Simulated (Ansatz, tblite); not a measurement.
**[RuNF4]-: rung by rung**

How do method and basis change the picture of [RuNF4]- (singlet)?

Computed with Ansatz 0.2.0, Gaussian basis. Level: as each input shows.

Plan: GFN1-xTB, GFN2-xTB, PBE-D4/def2-TZVPD, r2SCAN-D4/def2-TZVPD, BLYP-D4/def2-TZVPD, LDA/def2-TZVPD, HF/def2-TZVPD, r2SCANh-D4/def2-TZVPD, ωB97M-V/def2-TZVPD, PBE-D4/def2-SVPD, PBE0-D4/def2-SVPD, CCSD(T)/def2-SVPD, MP2/def2-TZVPD, RPA/def2-TZVPD.

**1. The geometry**

The singlet was relaxed beforehand with r2SCAN-D4/def2-SVPD.

6 atoms, charge -1, spin multiplicity 1.

Bond lengths: Ru1–N2 1.584 Å, Ru1–F3 1.918 Å, Ru1–F4 1.918 Å, Ru1–F5 1.918 Å, Ru1–F6 1.918 Å. Angles: N2–Ru1–F3 107.5°, N2–Ru1–F4 107.5°, N2–Ru1–F5 107.5°, N2–Ru1–F6 107.5°, F3–Ru1–F4 84.8°, F3–Ru1–F5 145.1°, F3–Ru1–F6 84.8°, F4–Ru1–F5 84.8°, F4–Ru1–F6 145.1°, F5–Ru1–F6 84.8°.

As a file:

```xyz
6
F4NRu
Ru    0.00019   -0.00049    0.11991
N     0.00313   -0.00647    1.70399
F     1.82895    0.01376   -0.45910
F    -0.01274    1.83152   -0.44875
F    -1.83057   -0.01034   -0.45288
F     0.01104   -1.82799   -0.46318
```

Formally the metal is d2. Ru takes a core potential in the def2 sets. No spin-orbit coupling is included. The ion is computed in the gas phase, without counter-ions or solvent.

PBE0-D4/def2-TZVPD was run before; its log isn't repeated, and its numbers join the tables.

**2. GFN1-xTB**

Tight binding, by tblite at 300 K electronic temperature and without a spin-polarisation term:

```python
tblite.interface.Calculator('GFN1-xTB', numbers, positions, charge=-1, uhf=0).singlepoint()
```

Energy -744.3740 eV, HOMO -6.98 eV, LUMO -4.78 eV; 0.003 s.

**3. GFN2-xTB**

Tight binding, by tblite at 300 K electronic temperature and without a spin-polarisation term:

```python
tblite.interface.Calculator('GFN2-xTB', numbers, positions, charge=-1, uhf=0).singlepoint()
```

Energy -689.7313 eV, HOMO -7.29 eV, LUMO -5.13 eV; 0.003 s.

**4. PBE-D4/def2-TZVPD**

start.molden holds the orbitals of an earlier run on this state, given as this run's starting guess.

Contents of in.yaml:

```yaml
crystal:
  periodic: [false, false, false]
  atoms:
    - {symbol: Ru, position_ang: [0.000195, -0.000490, 0.119912]}
    - {symbol: N, position_ang: [0.003127, -0.006473, 1.703990]}
    - {symbol: F, position_ang: [1.828947, 0.013762, -0.459102]}
    - {symbol: F, position_ang: [-0.012743, 1.831522, -0.448749]}
    - {symbol: F, position_ang: [-1.830566, -0.010340, -0.452875]}
    - {symbol: F, position_ang: [0.011040, -1.827991, -0.463177]}
basis:
  gaussian: {orbitals: def2-TZVPD, initial_orbitals: start.molden}
total_charge: -1
hamiltonian: {xc: pbe, dispersion: d4}
scf: {omitted_lower_state_checks: [starts]}
output: {forces: true, orbitals: {seedname: orbitals}}
```

The run is started by

```bash
> ansatz run in.yaml --threads 4 --pin off --events-out ev --progress --plain --max-ram 3916MiB
```

After this run come: r2SCAN-D4/def2-TZVPD; BLYP-D4/def2-TZVPD; LDA/def2-TZVPD; HF/def2-TZVPD; r2SCANh-D4/def2-TZVPD; ωB97M-V/def2-TZVPD; PBE-D4/def2-SVPD; PBE0-D4/def2-SVPD; CCSD(T)/def2-SVPD; MP2/def2-TZVPD; RPA/def2-TZVPD.

**Question.** What will the summary of the whole plan be? Wanted: gap in def2-TZVPD, named functionals and Hartree-Fock, smallest and largest; correlation energy, CCSD(T)/def2-SVPD; correlation energy, MP2/def2-TZVPD; PBE0 total energy, smallest basis above largest.

The runs gave:

```
                                                                   quantity                             value
gap in def2-TZVPD, named functionals and Hartree-Fock, smallest and largest      1.88 eV (LDA), 13.67 eV (HF)
                                      correlation energy, CCSD(T)/def2-SVPD                         -41.44 eV
                                         correlation energy, MP2/def2-TZVPD                         -51.87 eV
                            PBE0 total energy, smallest basis above largest  14.93 eV (def2-SVPD, def2-TZVPD)
```

**Reading.** Orbital gaps of the named functionals and Hartree-Fock in def2-TZVPD span 1.88 eV (LDA) to 13.67 eV (HF); exact exchange widens it. Notes on CCSD(T)/def2-SVPD and its Hartree-Fock reference, which MP2 shares: restricted state is unstable towards broken spin symmetry, state flagged by the program.
